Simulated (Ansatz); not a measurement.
# C₂H₂GeN₂: basis-set convergence

Aim: see how fast density functionals converge with the basis set for C₂H₂GeN₂.

Program: Ansatz 0.2.0, Gaussian basis. Level of theory: one geometry, several basis sets. These are calculated values, not measurements.

The runs, in order: PBE0-D4/def2-SVP; ωB97M-V/def2-SVP; PBE0-D4/def2-QZVPP; ωB97M-V/def2-QZVPP; the functionals' def2-TZVPP values are taken from earlier runs.

## (1) Structure used throughout

All runs share one geometry, relaxed beforehand with PBE0-D4 in a triple-zeta def2 set.

SMILES `N#[C][GeH2][C]#N`, 7 atoms, charge 0, spin multiplicity 1.

Atoms are counted from 1 here; the program's logs count them from 0.

Bond lengths: N1–C2 1.151 Å, C2–Ge3 1.914 Å, Ge3–C4 1.914 Å, Ge3–H6 1.523 Å, Ge3–H7 1.523 Å, C4–N5 1.151 Å. Angles: N1–C2–Ge3 178.3°, C2–Ge3–C4 106.1°, C2–Ge3–H6 108.9°, C2–Ge3–H7 108.9°, C4–Ge3–H6 108.9°, C4–Ge3–H7 108.9°, H6–Ge3–H7 114.9°, Ge3–C4–N5 178.3°.

## (2) PBE0-D4 in def2-SVP

Input file in.yaml:

```yaml
crystal:
  periodic: [false, false, false]
  atoms:
    - {symbol: N, position_ang: [0.595612, -2.373777, 1.261022]}
    - {symbol: C, position_ang: [0.474653, -1.307418, 0.846035]}
    - {symbol: Ge, position_ang: [0.312214, 0.484581, 0.193175]}
    - {symbol: C, position_ang: [-0.989112, 0.421527, -1.209125]}
    - {symbol: N, position_ang: [-1.767358, 0.417272, -2.056641]}
    - {symbol: H, position_ang: [-0.213525, 1.371653, 1.313895]}
    - {symbol: H, position_ang: [1.648815, 0.918262, -0.393961]}
basis:
  gaussian: {orbitals: def2-SVP}
hamiltonian: {xc: pbe0, dispersion: d4}
output: {orbitals: {seedname: orbitals}}
```

Command:

```bash
$ ansatz run in.yaml --threads 4 --pin off --events-out ev --progress --plain --max-ram 10444MiB
```

The runs that follow: ωB97M-V in def2-SVP; PBE0-D4 in def2-QZVPP; ωB97M-V in def2-QZVPP.

Before running them: what should the planned runs give, taken together? Wanted: PBE0-D4: double and triple zeta above quadruple; ωB97M-V: double and triple zeta above quadruple.

The runs gave:

```
                                       quantity           value
PBE0-D4: double and triple zeta above quadruple  14.43, 1.47 eV
ωB97M-V: double and triple zeta above quadruple  14.55, 1.42 eV
```

**Reading.** For PBE0-D4 the step from double to triple zeta gains 12.96 eV and the next only 1.47 eV. Total energies overstate the basis error of differences, where much of it tends to cancel.
